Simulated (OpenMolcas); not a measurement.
# Os²⁺ among point charges: CASSCF levels and susceptibility

How does a field of 6 point charges split the states of Os²⁺, and what χT follows?

Program: OpenMolcas 26.06. Level of theory: state-averaged CASSCF, spin-orbit coupling by RASSI with atomic mean-field integrals. These are calculated values, not measurements, unless marked.

1 further run of the same task is left out (it didn't finish).

## 1. What is computed

```
Species                           : Os²⁺ (osmium, Z = 76, 74 electrons)
Basis                             : ANO-RCC-VDZP [7s6p4d2f1g], 68 functions
Scalar Hamiltonian                : DKH2, point nucleus
Inactive shells                   : 1s 2s 2p 3s 3p 3d 4s 4p 4d 4f 5s 5p
Active space                      : 6 electrons in 5 orbitals (5d)
Some configurations of this space : 5d6
Orbitals                          : optimised for each spin and parity, averaged over all roots
```

The outer shells:

5d6
```
5d [↑↓][↑ ][↑ ][↑ ][↑ ]
```

The ion sits among 6 point charges of -1.7 e arranged as a tetragonal octahedron (D4h), 1.86 Å from the ion, with the axial distance 2.027 Å. The active orbitals were held to one l.

Each step is its own input file, run in one work folder so that later steps find the files of earlier ones. Labels, J, g values, rates, χT and fits are worked out afterwards by a script from the matrices that RASSI stores. The input lists half of the charges; inversion (Group=XYZ) makes the rest.

## 2. One- and two-electron integrals

a.inp reads:

```
&GATEWAY
Coord
1

Os 0.0 0.0 0.0
Basis=ANO-RCC-VDZP
Group=XYZ
NoMove
AngMom=0.0 0.0 0.0
AMFI
XField
3 Angstrom 0
1.860000 0.000000 0.000000 -1.700000
0.000000 1.860000 0.000000 -1.700000
0.000000 0.000000 2.027400 -1.700000
&SEWARD
```

Launch:

```console
OMP_NUM_THREADS=1 MOLCAS_MEM=1689 MOLCAS_PROJECT=a pymolcas a.inp > a.log
```

## 3. CASSCF: quintets of even parity, 5 roots

a.inp reads:

```
&RASSCF
FileOrb=start.orb
Symmetry=1
Spin=5
nActEl=6 0 0
Inactive=15 19
Ras2=5 0
CIRoot=5 5 1
SDav=5
CIMx=300
Iter=120 100
PrWF=0.3
OrbListing=Nothing
MaxOrb=0
SupSym
1
20 4 5 6 7 8 10 11 12 13 14 16 17 18 19 20 23 24 25 26 27
0
>>> COPY $Project.JobIph JOB001
```

start.orb holds the contracted functions of the basis, ordered by shell, or the orbitals of the step before.

## 4. CASSCF: triplets of even parity, 45 roots

a.inp reads:

```
&RASSCF
FileOrb=start.orb
Symmetry=1
Spin=3
nActEl=6 0 0
Inactive=15 19
Ras2=5 0
CIRoot=45 45 1
SDav=45
CIMx=300
Iter=120 100
PrWF=0.3
OrbListing=Nothing
MaxOrb=0
SupSym
1
20 4 5 6 7 8 10 11 12 13 14 16 17 18 19 20 23 24 25 26 27
0
>>> COPY $Project.JobIph JOB002
```

## 5. CASSCF: singlets of even parity, 50 roots

a.inp reads:

```
&RASSCF
FileOrb=start.orb
Symmetry=1
Spin=1
nActEl=6 0 0
Inactive=15 19
Ras2=5 0
CIRoot=50 50 1
SDav=50
CIMx=300
Iter=120 100
PrWF=0.3
OrbListing=Nothing
MaxOrb=0
SupSym
1
20 4 5 6 7 8 10 11 12 13 14 16 17 18 19 20 23 24 25 26 27
0
>>> COPY $Project.JobIph JOB003
```

## 6. RASSI: spin-orbit coupling between the states

a.inp reads:

```
&RASSI
NrOfJobIphs=3 5 45 50
1 2 3 4 5
1 2 3 4 5 6 7 8 9 10 11 12 13 14 15 16 17 18 19 20 21 22 23 24 25 26 27
28 29 30 31 32 33 34 35 36 37 38 39 40 41 42 43 44 45
1 2 3 4 5 6 7 8 9 10 11 12 13 14 15 16 17 18 19 20 21 22 23 24 25 26 27
28 29 30 31 32 33 34 35 36 37 38 39 40 41 42 43 44 45 46 47 48 49 50
IphNames
JOB001
JOB002
JOB003
EJob
SpinOrbit
DIPRint=1.0
SOCoupling=1000.0
Subsets=2
Property=9
'ANGMOM' 1 'ANGMOM' 2 'ANGMOM' 3 'MLTPL  1' 1 'MLTPL  1' 2 'MLTPL  1' 3
'AMFI' 1 'AMFI' 2 'AMFI' 3
SOProperty=3
'ANGMOM' 1 'ANGMOM' 2 'ANGMOM' 3
```

Q: Predict the outcome of this session. Wanted: spin-free ground state; first state of the same spin within the active space; lowest level; next level.

As calculated:

| quantity | value |
| --- | --- |
| method | CASSCF |
| spin-free ground state | 1A1, 1-fold in its orbital part |
| first state of the same spin within the active space | 1E at 13700 cm⁻¹ |
| lowest level | 1-fold A1 |
| next level | 4784.8 cm⁻¹ |
| χT at 300 K | 0.11 cm³ K/mol |
| effective moment at 300 K | 0.95 μB |

In words: The spin-free ground state (1A1) comes to 54 % from free-ion G terms and has less than the highest spin computed. The field of point charges can differ much from that of real complexes. With metal d orbitals alone active, the gaps between spin states are rough; where two lie within a few thousand cm-1, their order is open. Point charges carry no covalency, so the field is a model and not that of real ligands.
